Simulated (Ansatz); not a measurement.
## AlBrClHS, SMILES [SH][Al]([Cl])[Br]: a rigid scan of one bond angle

Computed with the Ansatz DFT code, driven from Python.

The script, `albrclhs_bend.py`:
```python
"""Energy of AlBrClHS against one bond angle."""

import ansatz as az
from ase import Atoms


def main() -> None:
    atoms = Atoms(["S", "Al", "Cl", "Br", "H"], positions=[
        (0.3233, 1.7304, -0.3093),
        (0.2411, -0.4815, -0.0806),
        (1.1914, -1.4145, 1.6527),
        (-0.7861, -1.8186, -1.6921),
        (-0.9199, 1.9105, 0.3878),
    ])

    # relax first, so that the scan starts from a minimum
    first = (
        az.Crystal.molecule_from_ase(atoms).calculation()
        .basis(gaussian="def2-SVP")
        .functional("cam_b3lyp")
        .relax(force_tolerance=0.02, max_steps=80)
    )
    atoms.positions = first.run().report["positions_ang"]

    rows = []
    for angle in [90, 100, 110, 120, 135, 150, 165, 179]:
        bent = atoms.copy()
        bent.set_angle(1, 0, 4, angle, indices=[4])
        model = (
            az.Crystal.molecule_from_ase(bent).calculation()
            .basis(gaussian="def2-SVP")
            .functional("cam_b3lyp")
        )
        rows.append((angle, model.run().report["free_energy_ev"]))
    floor = min(e for _, e in rows)
    for angle, e in rows:
        print(f"angle Al1-S0-H4 = {angle:3d} deg   {1000 * (e - floor):9.1f} meV")


if __name__ == "__main__":
    main()
```

Output of `python albrclhs_bend.py`:
```text
angle Al1-S0-H4 =  90 deg         0.0 meV
angle Al1-S0-H4 = 100 deg         9.0 meV
angle Al1-S0-H4 = 110 deg       100.8 meV
angle Al1-S0-H4 = 120 deg       266.4 meV
angle Al1-S0-H4 = 135 deg       618.8 meV
angle Al1-S0-H4 = 150 deg      1020.5 meV
angle Al1-S0-H4 = 165 deg      1352.8 meV
angle Al1-S0-H4 = 179 deg      1489.3 meV
```

Notes:
- The settings weren't tested for convergence.
- The scan is rigid, and the energies are electronic, in a modest basis. The zero is the lowest point of the grid, which needn't be the minimum.
- Finished in 2.1 min on 1 thread of Arm Neoverse V1 (shared host), peak memory 0.31 GiB.
